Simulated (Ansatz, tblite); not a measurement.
# C₆₄H₃₄: one state, many levels

One table from this session's results is given with a row withheld; the runs are named, their logs left out.

Program: Ansatz 0.2.0, Gaussian basis. Level of theory: as each input shows. These are calculated values, not measurements.

Plan: GFN1-xTB, GFN2-xTB, PBE-D4/def2-TZVP, r2SCAN-D4/def2-TZVP, PBE-D4/def2-SVP, PBE0-D4/def2-SVP.

1 further run of the same task is left out (set aside as unsound or not needed).

## The relaxed structure

The singlet was relaxed beforehand with PBE-D4/def2-SVP.

SMILES `C#Cc1ccc(C#Cc2ccc(C#Cc3ccc(C#Cc4ccc(C#Cc5ccc(C#Cc6ccc(C#Cc7ccc(C#Cc8ccccc8)cc7)cc6)cc5)cc4)cc3)cc2)cc1`, 98 atoms, charge 0, spin multiplicity 1.

Bond lengths: C1–C2 1.226 Å, C1–H65 1.081 Å, C2–C3 1.427 Å, C3–C4 1.420 Å, C3–C64 1.420 Å, C4–C5 1.394 Å, C4–H66 1.100 Å, C5–C6 1.422 Å, C5–H67 1.100 Å, C6–C7 1.420 Å, C6–C63 1.422 Å, C7–C8 1.234 Å, C8–C9 1.419 Å, C9–C10 1.422 Å, C9–C62 1.422 Å, C10–C11 1.392 Å, C10–H68 1.100 Å, C11–C12 1.422 Å and more. Angles: C2–C1–H65 180.0°, C1–C2–C3 180.0°, C2–C3–C4 120.7°, C2–C3–C64 120.7°, C4–C3–C64 118.6°, C3–C4–C5 120.7°, C3–C4–H66 119.1°, C5–C4–H66 120.2°, C4–C5–C6 120.8°, C4–C5–H67 120.2°, C6–C5–H67 119.1°, C5–C6–C7 120.8°, C5–C6–C63 118.4°, C7–C6–C63 120.8°, C6–C7–C8 179.8°, C7–C8–C9 179.7°, C8–C9–C10 120.9°, C8–C9–C62 120.8° and more.

PBE0-D4/def2-TZVP was run before; its log isn't repeated, and its numbers join the tables.

The first run:

Tight binding, by tblite at 300 K electronic temperature and without a spin-polarisation term:

```python
tblite.interface.Calculator('GFN1-xTB', numbers, positions, charge=0, uhf=0).singlepoint()
```

Tight binding, by tblite at 300 K electronic temperature and without a spin-polarisation term:

```python
tblite.interface.Calculator('GFN2-xTB', numbers, positions, charge=0, uhf=0).singlepoint()
```

start.molden holds the orbitals of an earlier run on this state, given as this run's starting guess.

in.yaml reads:

```yaml
crystal:
  periodic: [false, false, false]
  atoms:
    - {symbol: C, position_ang: [-27.601942, -0.112547, 0.620849]}
    - {symbol: C, position_ang: [-26.381752, -0.085132, 0.500673]}
    - {symbol: C, position_ang: [-24.962255, -0.053425, 0.361367]}
    - {symbol: C, position_ang: [-24.294740, 1.149800, 0.012291]}
    - {symbol: C, position_ang: [-22.908131, 1.181459, -0.123143]}
    - {symbol: C, position_ang: [-22.130108, 0.010053, 0.085365]}
    - {symbol: C, position_ang: [-20.717104, 0.041283, -0.049708]}
    - {symbol: C, position_ang: [-19.488747, 0.066948, -0.164005]}
    - {symbol: C, position_ang: [-18.075468, 0.093202, -0.289448]}
    - {symbol: C, position_ang: [-17.396775, 1.289528, -0.650402]}
    - {symbol: C, position_ang: [-16.009590, 1.315474, -0.767049]}
    - {symbol: C, position_ang: [-15.236223, 0.146313, -0.527444]}
    - {symbol: C, position_ang: [-13.821929, 0.172329, -0.636191]}
    - {symbol: C, position_ang: [-12.590698, 0.190092, -0.721056]}
    - {symbol: C, position_ang: [-11.174538, 0.203740, -0.804791]}
    - {symbol: C, position_ang: [-10.419379, -0.966177, -0.516459]}
    - {symbol: C, position_ang: [-9.029172, -0.952658, -0.584006]}
    - {symbol: C, position_ang: [-8.328185, 0.231062, -0.944062]}
    - {symbol: C, position_ang: [-6.910541, 0.244119, -0.996255]}
    - {symbol: C, position_ang: [-5.676588, 0.247634, -1.025403]}
    - {symbol: C, position_ang: [-4.257990, 0.241860, -1.038068]}
    - {symbol: C, position_ang: [-3.522763, 1.398337, -1.416810]}
    - {symbol: C, position_ang: [-2.130350, 1.392699, -1.410424]}
    - {symbol: C, position_ang: [-1.408089, 0.230993, -1.022895]}
    - {symbol: C, position_ang: [0.010271, 0.225730, -0.993941]}
    - {symbol: C, position_ang: [1.243678, 0.212054, -0.948847]}
    - {symbol: C, position_ang: [2.660075, 0.185641, -0.873045]}
    - {symbol: C, position_ang: [3.439508, 1.295779, -1.299029]}
    - {symbol: C, position_ang: [4.828589, 1.270429, -1.205516]}
    - {symbol: C, position_ang: [5.503028, 0.134915, -0.678984]}
    - {symbol: C, position_ang: [6.916693, 0.110944, -0.562450]}
    - {symbol: C, position_ang: [8.144771, 0.081811, -0.442146]}
    - {symbol: C, position_ang: [9.554036, 0.039542, -0.283380]}
    - {symbol: C, position_ang: [10.378007, 1.096214, -0.758956]}
    - {symbol: C, position_ang: [11.759489, 1.055530, -0.588700]}
    - {symbol: C, position_ang: [12.381017, -0.042490, 0.067048]}
    - {symbol: C, position_ang: [13.786851, -0.081715, 0.254667]}
    - {symbol: C, position_ang: [15.007786, -0.121480, 0.430944]}
    - {symbol: C, position_ang: [16.409708, -0.171748, 0.644906]}
    - {symbol: C, position_ang: [17.264309, 0.844726, 0.136995]}
    - {symbol: C, position_ang: [18.638968, 0.795415, 0.354506]}
    - {symbol: C, position_ang: [19.222717, -0.271372, 1.091166]}
    - {symbol: C, position_ang: [20.623461, -0.319899, 1.318726]}
    - {symbol: C, position_ang: [21.839322, -0.363803, 1.520975]}
    - {symbol: C, position_ang: [23.241536, -0.414870, 1.756901]}
    - {symbol: C, position_ang: [23.803702, -1.448085, 2.553039]}
    - {symbol: C, position_ang: [25.182731, -1.493022, 2.783507]}
    - {symbol: C, position_ang: [26.027718, -0.516299, 2.228880]}
    - {symbol: C, position_ang: [25.483265, 0.510869, 1.438824]}
    - {symbol: C, position_ang: [24.105599, 0.566285, 1.202250]}
    - {symbol: C, position_ang: [18.368190, -1.288658, 1.597429]}
    - {symbol: C, position_ang: [16.993934, -1.240563, 1.378762]}
    - {symbol: C, position_ang: [11.557172, -1.101537, 0.538199]}
    - {symbol: C, position_ang: [10.176433, -1.062004, 0.365943]}
    - {symbol: C, position_ang: [4.723591, -0.978129, -0.259588]}
    - {symbol: C, position_ang: [3.335351, -0.953907, -0.355658]}
    - {symbol: C, position_ang: [-2.143623, -0.928094, -0.651824]}
    - {symbol: C, position_ang: [-3.535409, -0.923108, -0.660183]}
    - {symbol: C, position_ang: [-9.083466, 1.398903, -1.239471]}
    - {symbol: C, position_ang: [-10.474082, 1.385664, -1.170888]}
    - {symbol: C, position_ang: [-15.915402, -1.050797, -0.169381]}
    - {symbol: C, position_ang: [-17.302450, -1.076794, -0.053372]}
    - {symbol: C, position_ang: [-22.800585, -1.194039, 0.434310]}
    - {symbol: C, position_ang: [-24.187205, -1.224521, 0.569219]}
    - {symbol: H, position_ang: [-28.677374, -0.136678, 0.726825]}
    - {symbol: H, position_ang: [-24.887203, 2.062358, -0.150778]}
    - {symbol: H, position_ang: [-22.400458, 2.119188, -0.393602]}
    - {symbol: H, position_ang: [-17.984332, 2.200487, -0.836295]}
    - {symbol: H, position_ang: [-15.495593, 2.247074, -1.045371]}
    - {symbol: H, position_ang: [-10.950239, -1.886812, -0.234293]}
    - {symbol: H, position_ang: [-8.455675, -1.862522, -0.355350]}
    - {symbol: H, position_ang: [-4.070377, 2.304543, -1.713238]}
    - {symbol: H, position_ang: [-1.572702, 2.294459, -1.701658]}
    - {symbol: H, position_ang: [2.928789, 2.181714, -1.703151]}
    - {symbol: H, position_ang: [5.420722, 2.136226, -1.535356]}
    - {symbol: H, position_ang: [9.908839, 1.952714, -1.264568]}
    - {symbol: H, position_ang: [12.386146, 1.879697, -0.959300]}
    - {symbol: H, position_ang: [16.824411, 1.676281, -0.432838]}
    - {symbol: H, position_ang: [19.289854, 1.587885, -0.042857]}
    - {symbol: H, position_ang: [23.139162, -2.210524, 2.985579]}
    - {symbol: H, position_ang: [25.604457, -2.299476, 3.403370]}
    - {symbol: H, position_ang: [27.112070, -0.555760, 2.412728]}
    - {symbol: H, position_ang: [26.141125, 1.278116, 1.001947]}
    - {symbol: H, position_ang: [23.675767, 1.368687, 0.584562]}
    - {symbol: H, position_ang: [18.808238, -2.119462, 2.168214]}
    - {symbol: H, position_ang: [16.343129, -2.033091, 1.776173]}
    - {symbol: H, position_ang: [12.026432, -1.956954, 1.045526]}
    - {symbol: H, position_ang: [9.549611, -1.885957, 0.736756]}
    - {symbol: H, position_ang: [5.234468, -1.862896, 0.146850]}
    - {symbol: H, position_ang: [2.742968, -1.819364, -0.025387]}
    - {symbol: H, position_ang: [-1.595779, -1.833410, -0.353148]}
    - {symbol: H, position_ang: [-4.093265, -1.824469, -0.368133]}
    - {symbol: H, position_ang: [-8.552751, 2.319891, -1.520771]}
    - {symbol: H, position_ang: [-11.047372, 2.296066, -1.397943]}
    - {symbol: H, position_ang: [-15.327797, -1.961528, 0.017432]}
    - {symbol: H, position_ang: [-17.816526, -2.008207, 0.225475]}
    - {symbol: H, position_ang: [-22.209065, -2.107065, 0.597979]}
    - {symbol: H, position_ang: [-24.695886, -2.161696, 0.839862]}
basis:
  gaussian: {orbitals: def2-TZVP, fitting: {mean_field: def2-universal-jkfit}, initial_orbitals: start.molden}
hamiltonian: {xc: pbe, dispersion: d4}
scf: {omitted_lower_state_checks: [starts]}
output: {forces: true, orbitals: {seedname: orbitals}}
```

Launch:

```
$ ansatz run in.yaml --threads 11 --pin off --events-out ev --progress --plain --max-ram 174080MiB --backend cuda --devices 0, --max-vram 75GiB
```

Steps of the session up to this table: PBE-D4/def2-TZVP; r2SCAN-D4/def2-TZVP; PBE-D4/def2-SVP; PBE0-D4/def2-SVP.

One of the session's tables, all rows but one given; the rest of the session is left out.

It belongs to the step «Binding energy». 

```
              level  binding an atom (eV)
    PBE-D4/def2-SVP                 5.871
   PBE-D4/def2-TZVP                 5.778
r2SCAN-D4/def2-TZVP                     ?
   PBE0-D4/def2-SVP                 5.729
  PBE0-D4/def2-TZVP                 5.633
```

Estimate the missing values for r2SCAN-D4/def2-TZVP.

As computed: binding an atom (eV): 5.568. In the column «binding an atom (eV)» it is the lowest.

Caveats from the session: Free atoms were run apart at each level; binding is atoms less cluster, divided by the number of atoms, without zero-point or spin-orbit terms.
